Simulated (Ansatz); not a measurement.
# AlN: the cost of one run

Method: DFT LDA, frozen-core PAW, scalar-relativistic unless said, in Ansatz 0.2.0.

The COD entry's cell or inner coordinates are ideal or old and differ from later refinements, so a difference from it is no clean test against experiment.

### Step 1. The system as given

Symmetry: P6_3mc, No. 186, hexagonal system. Conventional cell: a = 3.113 Å, b = 3.113 Å, c = 4.981 Å, α = 90.00°, β = 90.00°, γ = 120.00°. Al (site symmetry 3m) has 4 N at 1.89 Å as nearest neighbours. Around N (site symmetry 3m) lie 4 Al at 1.89 Å.

Coordinates:

```
Al N
1.0
     3.11300    0.00000    0.00000
    -1.55650    2.69594    0.00000
     0.00000    0.00000    4.98100
Al N
2 2
Direct
  0.33333 0.66667 0.00000
  0.66667 0.33333 0.50000
  0.33333 0.66667 0.38000
  0.66667 0.33333 0.88000
```

Cartesian axes are those of the input's lattice vectors. The structure goes back to a database entry.

### Step 2. Cell and atoms relaxed, PAW

input.yaml reads:

```yaml
crystal:
  lattice:
    - [3.11300000001, 0.0, 0.0]
    - [-1.5565, 2.69593708199, 0.0]
    - [0.0, 0.0, 4.981]
  atoms:
    - { symbol: Al, position: [0.333333333333, 0.666666666667, 0.0] }
    - { symbol: Al, position: [0.666666666667, 0.333333333333, 0.5] }
    - { symbol: "N", position: [0.333333333333, 0.666666666667, 0.38] }
    - { symbol: "N", position: [0.666666666667, 0.333333333333, 0.88] }
kpoints:
  mp_grid: { grid: [12, 12, 6] }
scf:
  occupations: { method: fermi_dirac, width: 0.1 }
hamiltonian:
  xc: lda
  pseudopotentials: { kind: paw }
relax:
  f_tol: 0.002
  max_steps: 80
  cell: {}
output:
  forces: true
  stress: true
  write_density: true
  write_potential: true
  elf: true
  volumetric_format: npy
```

Started as:

```bash
> ansatz run input.yaml --threads 1 --pin off --max-ram 3072MiB --backend cpu --events-out ev --progress --plain --runs-dir out
```

**Question.** How long does this run take on 1 thread of Arm Neoverse V2, shared host, and how much memory does it need?

About 28 s, with a peak of 0.33 GiB.
